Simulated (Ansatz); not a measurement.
**Ta3Cu under changes of volume**

One of the cells (16.942 Å³/atom); the others are scaled copies at fixed shape and fractional positions:

```xyz
4
Lattice="-2.0065 2.0065 4.2082 2.0065 -2.0065 4.2082 2.0065 2.0065 -4.2082" Properties=species:S:1:pos:R:3 pbc="T T T"
Ta    0.0000    0.0000    4.2082
Ta    2.0065    0.0000    2.1041
Ta    0.0000    2.0065    2.1041
Cu    0.0000    0.0000    0.0000
```

The cell comes from a database or a generator and needn't be the stable form of this composition.

* Program: Ansatz 0.2.0
* Functional: PBEsol
* Potentials or basis: Ansatz PAW
* Cutoff: 420 eV (not typed: the program's choice for these potentials)
* k mesh: 9 × 9 × 9
* Occupations: fermi-dirac, width 0.05 eV
* Spin: no spin polarisation

```csv
volume (Å³/atom),energy over the lowest point (meV/atom),pressure (GPa)
15.926,7.31,5.7
16.265,0.00,1.3
16.604,1.53,-2.7
16.942,11.06,-6.3
17.281,27.86,-9.5
17.620,?,?
17.959,80.43,-15.1
```

Question: What does the run at 17.620 Å³/atom give?

Answer: Energy over the lowest point 51.19 meV/atom; pressure -12.5 GPa.

Worked out: A Birch-Murnaghan fit of order 3 (a polynomial in V^(-2/3)) to the other rows has its minimum at 16.37 Å³/atom with B0 = V·E''(V) = 196 GPa and B' = 3.9 at fixed shape and positions, which overstates the stiffness. It gives 51.18 meV/atom at 17.620 Å³/atom, against the run's 51.19, and -dE/dV = -12.5 GPa, against -12.5.

Energies are extrapolated to zero smearing.

Caveats: the PAW data sets come from PBE, with cores solved anew for the run's functional, which leaves a small shift of forces and pressure.
